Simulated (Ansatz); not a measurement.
# C₃H₅FOSi: one species, many methods

How much do the methods differ for C₃H₅FOSi? The plan is to run it at one geometry with functionals of several rungs and with coupled cluster. The yardstick is the atomisation energy at the CCSD(T) limit.

Computed with Ansatz 0.2.0, Gaussian basis. Level: functionals in def2-TZVPP, the program's frozen cores in correlated methods.

Plan: PBE-D4, r2SCAN-D4, PBE0-D4, B3LYP-D4, ωB97X-V, ωB97M-V, B2PLYP; CCSD(T)/def2-TZVPP; MP2/def2-QZVPP; extrapolation to the limit.

## (1) Structure used throughout

The geometry comes from an earlier relaxation with PBE0-D4 in a triple-zeta def2 set; it is a stationary point, not always the lowest conformer.

SMILES `FC1=CO[SiH2]C1`, 11 atoms, charge 0, spin multiplicity 1.

Atoms are counted from 1 here; the program's logs count them from 0.

Bond lengths: F1–C2 1.341 Å, C2–C3 1.330 Å, C2–C6 1.490 Å, C3–O4 1.373 Å, C3–H7 1.081 Å, O4–Si5 1.681 Å, Si5–C6 1.890 Å, Si5–H8 1.483 Å, Si5–H9 1.483 Å, C6–H10 1.094 Å, C6–H11 1.094 Å. Angles: F1–C2–C3 122.4°, F1–C2–C6 119.1°, C3–C2–C6 118.4°, C2–C3–O4 117.7°, C2–C3–H7 126.2°, O4–C3–H7 116.1°, C3–O4–Si5 108.7°, O4–Si5–C6 97.1°, O4–Si5–H8 110.2°, O4–Si5–H9 110.2°, C6–Si5–H8 114.6°, C6–Si5–H9 114.7°, H8–Si5–H9 109.5°, C2–C6–Si5 98.0°, C2–C6–H10 111.9°, C2–C6–H11 111.9°, Si5–C6–H10 113.6°, Si5–C6–H11 113.6° and more.

## (2) PBE-D4 (GGA)

The input, in.yaml:

```yaml
crystal:
  periodic: [false, false, false]
  atoms:
    - {symbol: F, position_ang: [1.480777, -0.028755, -2.013542]}
    - {symbol: C, position_ang: [0.791626, -0.127569, -0.867630]}
    - {symbol: C, position_ang: [1.159421, -0.941551, 0.117496]}
    - {symbol: O, position_ang: [0.382778, -0.965587, 1.249187]}
    - {symbol: Si, position_ang: [-0.896027, 0.106482, 1.049587]}
    - {symbol: C, position_ang: [-0.431973, 0.702233, -0.683213]}
    - {symbol: H, position_ang: [2.020908, -1.595371, 0.117451]}
    - {symbol: H, position_ang: [-2.187782, -0.617830, 1.127671]}
    - {symbol: H, position_ang: [-0.852313, 1.155459, 2.096883]}
    - {symbol: H, position_ang: [-0.210357, 1.772613, -0.733776]}
    - {symbol: H, position_ang: [-1.191557, 0.482777, -1.439615]}
basis:
  gaussian: {orbitals: def2-TZVPP}
hamiltonian: {xc: pbe, dispersion: d4}
output: {forces: true, orbitals: {seedname: orbitals}}
```

Run with:

```sh
$ ansatz run in.yaml --threads 4 --pin off --events-out ev --progress --plain --max-ram 10444MiB
```

The runs that follow: r2SCAN-D4 (meta-GGA); PBE0-D4 (hybrid); B3LYP-D4 (hybrid); ωB97X-V (range-separated); ωB97M-V (range-separated); B2PLYP (double hybrid); CCSD(T) in def2-TZVPP; MP2 in def2-QZVPP.

Before running them: what should the planned runs give, taken together? Wanted: atomisation energy, CCSD(T)/CBS; farthest; mean size of error, hybrid; mean size of error, range-separated; gap, smallest and largest; T1 diagnostic; triples share of the correlation energy.

As calculated:

```
                               quantity                                 value
        atomisation energy, CCSD(T)/CBS                         4504.7 kJ/mol
 functionals within 22.5 kJ/mol (0.5 %)            B3LYP-D4, ωB97X-V, ωB97M-V
                               farthest                PBE-D4 (+133.1 kJ/mol)
             mean size of error, hybrid                           18.7 kJ/mol
    mean size of error, range-separated                           20.5 kJ/mol
              gap, smallest and largest  4.35 eV (PBE-D4), 10.83 eV (ωB97X-V)
                          T1 diagnostic                                0.0128
triples share of the correlation energy                                 3.9 %
```

PBE-D4 is off by +133.1 kJ/mol. Double hybrids carry the basis error of their MP2 part in triple zeta, and no dispersion term here, so their miss is partly the set-up's. Misses under about 22.5 kJ/mol are within the doubt on the reference itself, which lacks core-valence correlation, relativity and higher excitations. Hartree-Fock recovers 72 % of the binding; the rest is correlation. Orbital gaps span 4.4 to 10.8 eV; exact exchange widens them.
